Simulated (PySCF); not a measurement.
# CH8BNO: the cost of one run

Computed with PySCF 2.14.0, with density-fitted response routines of our own, on a single molecule in the gas phase. Atoms are numbered from 0 throughout.

## 1. Starting geometry

12 atoms, charge 0, multiplicity 1; geometry from: GFN2-xTB. The atoms were then displaced at random by about 0.01 Å, so the start is not that level's minimum.

Bonds of the start (Å): N0–B1 1.66, B1–C2 1.64, C2–O3 1.45, N0–H4 1.02, N0–H5 0.97, N0–H6 1.03, B1–H7 1.20, B1–H8 1.18, C2–H9 1.07, C2–H10 1.10, O3–H11 0.97.

## 2. Geometry optimisation at PBE0-D3(BJ)/def2-SVP

Job settings and geometry (Å):

```
{"job": {"xc": "PBE0", "basis": "def2-SVP", "d3": "d3bj", "grid": 1, "shake": 0.01, "kind": "geom"}, "charge": 0, "multiplicity": 1}
N      1.326880    -0.253920     0.347730
B      0.218470    -0.089940    -0.882190
C     -1.046690     0.578270    -0.077200
O     -1.211310    -0.148220     1.163900
H      1.802300     0.636470     0.466710
H      1.954670    -0.988990     0.224680
H      0.681070    -0.388810     1.137110
H      0.699150     0.619290    -1.727190
H     -0.019230    -1.188920    -1.228780
H     -1.967270     0.612530    -0.622090
H     -0.828170     1.599280     0.271850
H     -1.570170    -1.015310     0.916450
```

Command:

```
$ OMP_NUM_THREADS=1 python probes_run.py task.json out
```

One launch serves the whole session: the jobs run in the order shown.

Q: Estimate the wall time and peak memory of this first job on 1 thread of Arm Neoverse V1, shared host.

About 20 s, with a peak of 0.4 GiB.
